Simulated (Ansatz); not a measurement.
# Fe (Iron): the cost of one run

Computed with the Python package of Ansatz 0.2.0. The levels of theory stand in the script.

This is Fe in the hcp structure; at room conditions it is bcc.

### Step 1. Starting point

It takes space group P6_3/mmc (No. 194, hexagonal). Conventional cell: a = 2.347 Å, b = 2.347 Å, c = 3.797 Å, α = 90.00°, β = 90.00°, γ = 120.00°. Around Fe (site symmetry -6m2) lie 12 Fe at 2.33 to 2.35 Å.

The script holds or builds the structure itself.

### Step 2. The script

xc_fe.py reads:

```python
import ansatz as az
import numpy as np

ECUT = 470
OCCUPATIONS = 'fermi_dirac'
KMESH = (15, 15, 8)

vectors = np.array([
    [2.347, 0.0, 0.0],
    [-1.1735, 2.03256, 0.0],
    [0.0, 0.0, 3.797],
])
structure = (
    az.Lattice.of(vectors)
    .atom('Fe', (1 / 3, 2 / 3, 0.25))
    .atom('Fe', (2 / 3, 1 / 3, 0.75))
    .moments(Fe=4.5)
)

setup = (
    structure.calculation()
    .spin('collinear')
    .basis(ECUT)
    .occupations(OCCUPATIONS)
    .kpoints(mesh=KMESH, center='gamma')
    .forces()
    .stress()
)

rows = []
for value in ['blyp', 'pbesol', 'lda']:
    rep = setup.functional(value).run().report
    rows.append((value, rep['free_energy_ev'] / len(rep['lattice']['sites']), rep['n_iterations'], sum(rep['stress_gpa'][i][i] for i in range(3)) / 3, max(abs(f) for row in rep['forces_ev_ang'] for f in row), rep['magnetization_mub'], rep['n_kpoints']))

print('  functional   F/atom (eV)    iterations       P (GPa)  max component (eV/A)  moment (muB)      k-points')
for row in rows:
    print(f'{str(row[0]):>12s}  {row[1]:12.5f}  {row[2]:12d}  {row[3]:12.3f}  {row[4]:20.4f}  {row[5]:12.3f}  {row[6]:12d}')
```

### Step 3. What the engine is handed

The package turns the script's settings into the engine's input (first run):

```yaml
crystal:
  lattice:
    - [2.347, 0.0, 0.0]
    - [-1.1735, 2.03256, 0.0]
    - [0.0, 0.0, 3.797]
  atoms:
    - { symbol: Fe, position: [0.3333333333333333, 0.6666666666666666, 0.25] }
    - { symbol: Fe, position: [0.6666666666666666, 0.3333333333333333, 0.75] }
basis:
  ecutwfc: 470.0
kpoints:
  mp_grid:
    grid: [15, 15, 8]
    shift: [0.0, 0.0, 0.0]
hamiltonian:
  xc: blyp
magnetization:
  spin_polarized: true
  per_species:
    Fe: 4.5
scf:
  occupations:
    method: fermi_dirac
output:
  forces: true
  stress: true
```

### Step 4. Running it

Command:

```console
$ python xc_fe.py
```

**Question.** How long does this script take on 1 thread of Intel Xeon Platinum 8175M at 2.50GHz (Skylake/Cascade Lake), shared host, and how much memory does it need?

About 47 s, with a peak of 0.51 GiB.
